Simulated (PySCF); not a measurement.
# C3H8FNSi: the cost of one run

The runs use PySCF 2.14.0, with density-fitted response routines of our own; the level of theory stands in each step. All values are computed, except where a source is named. Atoms are numbered from 0 throughout.

## 1. Starting geometry

14 atoms, charge 0, multiplicity 1; geometry from: GFN2-xTB. The atoms were then displaced at random by about 0.01 Å, so the start is not that level's minimum.

Bonds of the start (Å): C0–C1 1.35, C1–F2 1.37, C1–Si3 1.86, Si3–N4 1.74, N4–C5 1.44, C0–H6 1.08, C0–H7 1.05, Si3–H8 1.49, Si3–H9 1.47, N4–H10 1.00, C5–H11 1.10, C5–H12 1.11, C5–H13 1.09.

## 2. Relaxing the molecule at PBE0-D3(BJ)/def2-SVP

What the job is given:

```
{"job": {"xc": "PBE0", "basis": "def2-SVP", "d3": "d3bj", "grid": 1, "shake": 0.01, "kind": "geom"}, "charge": 0, "multiplicity": 1}
C      2.914380    -0.116920     0.057330
C      1.654630     0.350330    -0.091370
F      1.381960     1.179870    -1.151910
Si     0.203730     0.020250     1.027480
N     -1.151410    -0.021080    -0.068390
C     -2.521660    -0.231070     0.335210
H      3.698310     0.168320    -0.625950
H      3.148040    -0.738680     0.865710
H      0.136240     1.059550     2.099870
H      0.294410    -1.304130     1.663940
H     -1.091630     0.517910    -0.902880
H     -2.527000    -0.892210     1.210690
H     -3.058790     0.703800     0.598360
H     -3.088370    -0.711020    -0.465780
```

The run is started by

```
> OMP_NUM_THREADS=1 python probes_run.py task.json out
```

The driver reads the jobs from task.json and runs them one after another.

**Question.** How long does this first job take on 1 thread of Intel Xeon 6975P-C, shared host, and how much memory does it need?

About 29 s, with a peak of 0.5 GiB.
